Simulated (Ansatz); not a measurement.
# CH₆F₂GeOSn: taking an electron away

One table from this session's results is given with a row withheld; the runs are named, their logs left out.

Program: Ansatz 0.2.0, Gaussian basis. Level of theory: unrestricted cation, the program's frozen cores in correlated methods. These are calculated values, not measurements.

Plan: UKS PBE-D4/def2-TZVPP; UKS r2SCAN-D4/def2-TZVPP; UKS PBE0-D4/def2-TZVPP; UKS B3LYP-D4/def2-TZVPP; UKS wB97X-V/def2-TZVPP; UKS wB97M-V/def2-TZVPP; UKS B2PLYP/def2-TZVPP; UHF-CCSD(T)/def2-TZVPP; UHF-MP2/def2-QZVPP; extrapolation to the limit; then −ε(HOMO) from the neutral's earlier runs with LDA (SPW92), PBE-D4, revPBE-D4, BLYP-D4, r2SCAN-D4, B97M-V, PBE0-D4, B3LYP-D4, r2SCANh-D4, r2SCAN0-D4, HSE06-D4, BHLYP-D4, CAM-B3LYP-D4, LC-ωPBE, ωB97X-V, ωB97M-V.

### The relaxed structure

An earlier PBE0-D4 in a triple-zeta def2 set relaxation fixed the geometry. Sn takes the def2 core potential; no spin-orbit term is included.

SMILES `C[O][Sn]([F])([F])[GeH3]`, 12 atoms, charge 0, spin multiplicity 1.

Atoms are counted from 1 here; the program's logs count them from 0.

Bond lengths: C1–O2 1.416 Å, C1–H7 1.095 Å, C1–H8 1.093 Å, C1–H9 1.095 Å, O2–Sn3 1.938 Å, Sn3–F4 1.916 Å, Sn3–F5 1.916 Å, Sn3–Ge6 2.590 Å, Ge6–H10 1.529 Å, Ge6–H11 1.529 Å, Ge6–H12 1.529 Å. Angles: O2–C1–H7 111.9°, O2–C1–H8 107.5°, O2–C1–H9 111.9°, H7–C1–H8 108.4°, H7–C1–H9 108.7°, H8–C1–H9 108.4°, C1–O2–Sn3 121.1°, O2–Sn3–F4 105.5°, O2–Sn3–F5 105.5°, O2–Sn3–Ge6 115.9°, F4–Sn3–F5 101.2°, F4–Sn3–Ge6 113.7°, F5–Sn3–Ge6 113.6°, Sn3–Ge6–H10 107.0°, Sn3–Ge6–H11 107.3°, Sn3–Ge6–H12 107.2°, H10–Ge6–H11 111.7°, H10–Ge6–H12 111.7° and more.

Set-up of the first run:

Input file in.yaml:

```yaml
crystal:
  periodic: [false, false, false]
  atoms:
    - {symbol: C, position_ang: [-2.249554, -0.374715, 1.056210]}
    - {symbol: O, position_ang: [-1.201066, -0.618916, 0.136615]}
    - {symbol: Sn, position_ang: [0.429083, 0.428028, 0.176285]}
    - {symbol: F, position_ang: [1.063918, 0.320600, 1.981103]}
    - {symbol: F, position_ang: [-0.133736, 2.257670, 0.089479]}
    - {symbol: Ge, position_ang: [2.215962, -0.193422, -1.592814]}
    - {symbol: H, position_ang: [-1.929733, -0.532369, 2.091681]}
    - {symbol: H, position_ang: [-3.053522, -1.080230, 0.832784]}
    - {symbol: H, position_ang: [-2.646601, 0.641692, 0.963153]}
    - {symbol: H, position_ang: [3.401299, 0.748486, -1.380000]}
    - {symbol: H, position_ang: [1.578484, 0.001161, -2.969241]}
    - {symbol: H, position_ang: [2.602466, -1.653183, -1.351255]}
basis:
  gaussian: {orbitals: def2-TZVPP}
total_charge: 1
magnetization: {spin_polarized: true, initial_magnetization: 1}
hamiltonian: {xc: pbe, dispersion: d4}
```

Steps of the session up to this table: Cation, UKS PBE-D4/def2-TZVPP; Cation, UKS r2SCAN-D4/def2-TZVPP; Cation, UKS PBE0-D4/def2-TZVPP; Cation, UKS B3LYP-D4/def2-TZVPP; Cation, UKS wB97X-V/def2-TZVPP; Cation, UKS wB97M-V/def2-TZVPP; Cation, UKS B2PLYP (frozen core)/def2-TZVPP; Cation, UHF-CCSD(T)/def2-TZVPP; Cation, UHF-MP2/def2-QZVPP.

One of the session's tables, all rows but one given; the rest of the session is left out.

Orbital estimates, from the neutral's runs:

| functional | −ε(HOMO) (eV) |
| --- | --- |
| LDA (SPW92) | 6.73 |
| PBE-D4 | 6.57 |
| revPBE-D4 | 6.51 |
| BLYP-D4 | 6.49 |
| r2SCAN-D4 | 6.92 |
| B97M-V | 7.05 |
| PBE0-D4 | 8.18 |
| B3LYP-D4 | 7.93 |
| r2SCANh-D4 | 7.52 |
| r2SCAN0-D4 | 8.43 |
| HSE06-D4 | ? |
| BHLYP-D4 | 9.75 |
| CAM-B3LYP-D4 | 9.66 |
| LC-ωPBE | 11.02 |
| ωB97X-V | 10.68 |
| ωB97M-V | 10.61 |

Estimate the missing values for HSE06-D4.

The run gave: −ε(HOMO) (eV): 7.77. In the column «−ε(HOMO) (eV)» it lies between r2SCANh-D4 (7.52) and B3LYP-D4 (7.93).

Limits of these values: The cation may have settled in a state other than its lowest; no search over hole states beyond the program's own was made.
